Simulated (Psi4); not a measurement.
# One shape, several levels: triplet InH2F

Wanted: a comparison of 3 runs (UBHLYP/def2-SVPD, UCAM-B3LYP/def2-SVPD, UM06-2X/def2-SVPD) of triplet InH2F. 

Program for the calculation: Psi4 1.11.

### 1 The system as given

InH2F has 4 atoms, charge 0, and is taken as a triplet. SMILES of the parent species: `[H][In]([H])[F]`. The shape comes from GFN2-xTB, which is rough for such elements, and wasn't checked as a minimum. That shape belongs to the parent species and isn't relaxed for this state.

Bond lengths: In1–F4 1.946 Å, In1–H2 1.693 Å, In1–H3 1.691 Å. Angles: H2–In1–F4 114.4°, H3–In1–F4 114.5°, H2–In1–H3 131.1°.

### 2 The energy at UBHLYP/def2-SVPD (core potential) (run 1)

The input, input.json:

```json
{
 "schema_name": "qcschema_input",
 "schema_version": 1,
 "molecule": {
  "schema_name": "qcschema_molecule",
  "schema_version": 2,
  "symbols": ["In", "H", "H", "F"],
  "geometry": [0.13073125, 0.22172157, -0.00035905, 3.30928839, -0.1394051, 0.02566248, -1.68457746, 2.85223923, -0.03564023, -1.75544219, -2.9345746, 0.0103179],
  "molecular_charge": 0,
  "molecular_multiplicity": 3,
  "fix_symmetry": "c1"
 },
 "driver": "energy",
 "model": {
  "method": "bhhlyp",
  "basis": "def2-SVPD"
 },
 "keywords": {
  "reference": "uks",
  "puream": true,
  "e_convergence": 1e-09,
  "d_convergence": 1e-08,
  "scf_type": "pk",
  "dft_radial_points": 99,
  "dft_spherical_points": 590,
  "maxiter": 200
 }
}
```

On the command line:

```console
$ psi4 --qcschema input.json -n 1 --memory 1600MB
```

stdout:

```text
[...]
    !!!  WARNING: ECP capability is in beta. Please check occupations closely.  !!!
[...]
  Running in c1 symmetry.
[...]
  Nuclear repulsion =   67.818386842361534
[...]
  Multiplicity = 3
[...]
  Nalpha       = 17
  Nbeta        = 15
[...]
    Number of basis functions: 71
[...]
   @UKS iter   1:  -290.64040612271594   -8.90927e-01   8.06517e-03 DIIS/ADIIS
[...]
   @UKS iter  16:  -290.78800471793869   -9.49285e-12   8.08859e-09 DIIS
[...]
   @S^2 Observed:                2.026742783E+00
[...]
    Orbital Energies [Eh]
    ---------------------
    Alpha Occupied:
       1A    -25.254597     2A     -4.995014     3A     -3.347733
       4A     -3.339159     5A     -3.338436     6A     -1.243936
       7A     -0.929915     8A     -0.926379     9A     -0.914005
      10A     -0.907678    11A     -0.904913    12A     -0.579429
      13A     -0.497759    14A     -0.464545    15A     -0.464405
      16A     -0.452151    17A     -0.169398
    Alpha Virtual:
      18A     -0.041993    19A      0.010393    20A      0.015925
      21A      0.064280    22A      0.070782    23A      0.086941
      24A      0.088225    25A      0.095753    26A      0.124591
[...]
  @UKS Final Energy:  -290.78800471793869
   => Energetics <=
    Nuclear Repulsion Energy =             67.8183868423615337
    One-Electron Energy =                -610.2947196584751737
    Two-Electron Energy =                 266.1861549039444981
    DFT Exchange-Correlation Energy =     -14.4978268057695221
    Empirical Dispersion Energy =           0.0000000000000000
    VV10 Nonlocal Energy =                  0.0000000000000000
    Total Energy =                       -290.7880047179386906
[...]
 Multipole Moments:
 ------------------------------------------------------------------------------------
     Multipole            Electronic (a.u.)      Nuclear  (a.u.)        Total (a.u.)
 ------------------------------------------------------------------------------------
 L = 1.  Multiply by 2.5417464519 to convert [e a0] to [Debye]
 Dipole X            :          8.1889177           -7.4990949            0.6898228
 Dipole Y            :         13.7044720          -12.5579183            1.1465537
 Dipole Z            :         -0.0482853            0.0412730           -0.0070123
 Magnitude           :                                                    1.3380919
[...]
```

The result, in JSON:

```text
{
 "driver": "energy",
 "model": {
  "method": "bhhlyp",
  "basis": "def2-SVPD"
 },
 "success": true,
 "return_result": -290.7880047179387,
 "properties": {
  "calcinfo_nbasis": 71,
  "calcinfo_nmo": 71,
  "calcinfo_nalpha": 17,
  "calcinfo_nbeta": 15,
  "calcinfo_natom": 4,
  "nuclear_repulsion_energy": 67.81838684236153,
  "return_energy": -290.7880047179387,
  "scf_one_electron_energy": -610.2947196584752,
  "scf_two_electron_energy": 266.1861549039445,
  "scf_xc_energy": -14.497826805769522,
  "scf_dipole_moment": [0.6898227527209011, 1.146553688683829, -0.007012329148922587],
  "scf_total_energy": -290.7880047179387,
  "scf_iterations": 16
 }
}
```

It took 18 s on 1 thread of Intel Xeon Platinum 8259CL at 2.50GHz (Skylake/Cascade Lake), shared host; peak memory 0.69 GiB.

### 3 Energy and forces at UCAM-B3LYP/def2-SVPD (core potential) (run 2)

The input, fh2in.xyz:

```xyz
4
FH2In
In     0.069180     0.117330    -0.000190
H      1.751200    -0.073770     0.013580
H     -0.891440     1.509340    -0.018860
F     -0.928940    -1.552910     0.005460
```

The input, run.py:

```python
import psi4

psi4.set_memory(1600000000)
psi4.set_num_threads(1)
psi4.core.set_output_file('psi4.out', False)

with open('fh2in.xyz') as f:
    atoms = ''.join(f.readlines()[2:])
m = psi4.geometry('0 3\n' + atoms + 'symmetry c1\nno_reorient\nno_com')

options = {'basis': 'def2-SVPD', 'reference': 'uks', 'puream': True, 'e_convergence': 1e-09, 'd_convergence': 1e-08, 'scf_type': 'pk', 'dft_radial_points': 99, 'dft_spherical_points': 590, 'maxiter': 200}
psi4.set_options(options)

result, w = psi4.gradient('cam-b3lyp', molecule=m, return_wfn=True)
psi4.oeprop(w, 'MULLIKEN_CHARGES', 'DIPOLE', 'LOWDIN_CHARGES', title='CAM-B3LYP')
print('gradient / Eh bohr^-1')
print(result.np.round(6))
print(f'energy = {w.energy():.10f} Eh')
```

On the command line:

```console
$ python run.py
```

psi4.out, shortened:

```text
[...]
    !!!  WARNING: ECP capability is in beta. Please check occupations closely.  !!!
[...]
  Running in c1 symmetry.
[...]
  Nuclear repulsion =   67.818386914689327
[...]
  Multiplicity = 3
[...]
  Nalpha       = 17
  Nbeta        = 15
[...]
    Number of basis functions: 71
[...]
   @UKS iter   1:  -290.71323009700899   -9.08091e-01   8.32883e-03 DIIS/ADIIS
[...]
   @UKS iter  16:  -290.86766481874031   -1.40403e-11   9.31311e-09 DIIS
[...]
   @S^2 Observed:                2.019828595E+00
[...]
  @UKS Final Energy:  -290.86766481874031
   => Energetics <=
    Nuclear Repulsion Energy =             67.8183869146893272
    One-Electron Energy =                -610.0202666357888575
    Two-Electron Energy =                 271.5442469684417688
    DFT Exchange-Correlation Energy =     -20.2100320660825048
    Empirical Dispersion Energy =           0.0000000000000000
    VV10 Nonlocal Energy =                  0.0000000000000000
    Total Energy =                       -290.8676648187403089
[...]
  -Total Gradient:
     Atom            X                  Y                   Z
    ------   -----------------  -----------------  -----------------
       1        0.006725400459     0.011166016763    -0.000244148269
       2       -0.014736149311    -0.006555398321     0.000018637922
       3        0.001153201753    -0.016209645618     0.000214927266
       4        0.006861626203     0.011605957932     0.000010559463
[...]
 Multipole Moments:
 ------------------------------------------------------------------------------------
     Multipole            Electronic (a.u.)      Nuclear  (a.u.)        Total (a.u.)
 ------------------------------------------------------------------------------------
 L = 1.  Multiply by 2.5417464519 to convert [e a0] to [Debye]
 Dipole X            :         12.0484733          -11.4289124            0.6195609
 Dipole Y            :         20.0722941          -19.0421844            1.0301097
 Dipole Z            :         -0.0815271            0.0753434           -0.0061837
 Magnitude           :                                                    1.2020898
[...]
  Mulliken Charges: (a.u.)
   Center  Symbol    Alpha    Beta     Spin     Total
       1    IN    10.93252  9.89732  1.03520  0.17016
       2     H     0.62788  0.17777  0.45011  0.19435
       3     H     0.62611  0.17964  0.44647  0.19424
[...]
```

On the terminal:

```text
gradient / Eh bohr^-1
[[ 6.7250e-03  1.1166e-02 -2.4400e-04]
 [-1.4736e-02 -6.5550e-03  1.9000e-05]
 [ 1.1530e-03 -1.6210e-02  2.1500e-04]
 [ 6.8620e-03  1.1606e-02  1.1000e-05]]
energy = -290.8676648187 Eh
```

Run time: 29 s. Hardware: 1 thread of Intel Xeon Platinum 8259CL at 2.50GHz (Skylake/Cascade Lake), shared host; peak memory 0.71 GiB.

### 4 Energy and forces at UM06-2X/def2-SVPD (core potential) (run 3)

The input, input.dat:

```
memory 1600 mb

molecule mol {
  0 3
  In     0.13073125     0.22172157    -0.00035905
  H      3.30928839    -0.13940510     0.02566248
  H     -1.68457746     2.85223923    -0.03564023
  F     -1.75544219    -2.93457460     0.01031790
  units bohr
  symmetry c1
  no_reorient
  no_com
}

set {
  basis                def2-SVPD
  reference            uks
  puream               true
  e_convergence        1e-09
  d_convergence        1e-08
  scf_type             pk
  dft_radial_points    99
  dft_spherical_points 590
  maxiter              200
}

energy_value, wavefunction = gradient('m06-2x', return_wfn=True)
```

On the command line:

```console
$ psi4 -n 1 input.dat output.dat
```

output.dat:

```text
[...]
    !!!  WARNING: ECP capability is in beta. Please check occupations closely.  !!!
[...]
  Running in c1 symmetry.
[...]
  Nuclear repulsion =   67.818386842361534
[...]
  Multiplicity = 3
[...]
  Nalpha       = 17
  Nbeta        = 15
[...]
    Number of basis functions: 71
[...]
   @UKS iter   1:  -290.64778396272641   -8.68453e-01   8.17562e-03 ADIIS/DIIS
[...]
   @UKS iter  17:  -290.79850910048918   -3.12639e-12   5.91320e-09 DIIS
[...]
   @S^2 Observed:                2.016724776E+00
[...]
    Orbital Energies [Eh]
    ---------------------
    Alpha Occupied:
       1A    -25.196990     2A     -4.923623     3A     -3.305164
       4A     -3.297526     5A     -3.297187     6A     -1.226054
       7A     -0.932175     8A     -0.929335     9A     -0.917866
      10A     -0.912115    11A     -0.909872    12A     -0.567582
      13A     -0.489894    14A     -0.465840    15A     -0.465350
      16A     -0.448228    17A     -0.176998
    Alpha Virtual:
      18A     -0.033880    19A      0.013596    20A      0.020865
      21A      0.071689    22A      0.073849    23A      0.093912
      24A      0.099460    25A      0.106051    26A      0.126729
[...]
  @UKS Final Energy:  -290.79850910048918
   => Energetics <=
    Nuclear Repulsion Energy =             67.8183868423615337
    One-Electron Energy =                -610.1206728941558595
    Two-Electron Energy =                 264.9497561031416808
    DFT Exchange-Correlation Energy =     -13.4459791518365250
    Empirical Dispersion Energy =           0.0000000000000000
    VV10 Nonlocal Energy =                  0.0000000000000000
    Total Energy =                       -290.7985091004891842
[...]
 Multipole Moments:
 ------------------------------------------------------------------------------------
     Multipole            Electronic (a.u.)      Nuclear  (a.u.)        Total (a.u.)
 ------------------------------------------------------------------------------------
 L = 1.  Multiply by 2.5417464519 to convert [e a0] to [Debye]
 Dipole X            :         12.0992246          -11.4289125            0.6703121
 Dipole Y            :         20.1547643          -19.0421843            1.1125800
 Dipole Z            :         -0.0809596            0.0753433           -0.0056163
 Magnitude           :                                                    1.2989165
[...]
  -Total Gradient:
     Atom            X                  Y                   Z
    ------   -----------------  -----------------  -----------------
       1        0.009919293482     0.016320779983    -0.000214324438
       2       -0.022457136597    -0.005984790636    -0.000060600540
       3        0.005240709038    -0.022700586087     0.000280490049
       4        0.007433907783     0.012593868835    -0.000006411345
[...]
```

It took 45 s on 1 thread of Intel Xeon Platinum 8259CL at 2.50GHz (Skylake/Cascade Lake), shared host; peak memory 0.79 GiB.

### 5 All runs side by side

| run | level | task | energy (Eh) | dipole moment (D) | HOMO energy (eV) | ⟨S²⟩ | wall time |
| --- | --- | --- | --- | --- | --- | --- | --- |
| 1 | UBHLYP/def2-SVPD (core potential) | energy | -290.788005 | 3.40 | -4.61 | 2.027 | 18 s |
| 2 | UCAM-B3LYP/def2-SVPD (core potential) | gradient | -290.867665 | 3.06 | -5.02 | 2.020 | 29 s |
| 3 | UM06-2X/def2-SVPD (core potential) | gradient | -290.798509 | 3.30 | -4.82 | 2.017 | 45 s |

### 6 Summary of results

```
                                 quantity          value
                      run 3: total energy  -290.79851 Eh
                     run 3: dipole moment         3.30 D
run 3: HOMO energy (highest over α and β)       -4.82 eV
                              run 3: ⟨S²⟩          2.017
          run 3: largest force on an atom     1.198 eV/Å
```

In words: The dipole moment (its size) runs from 3.06 D (UCAM-B3LYP/def2-SVPD) to 3.40 D (UBHLYP/def2-SVPD). Totals of different functionals can't be ranked against each other. All runs together took 92 s, the longest 45 s.
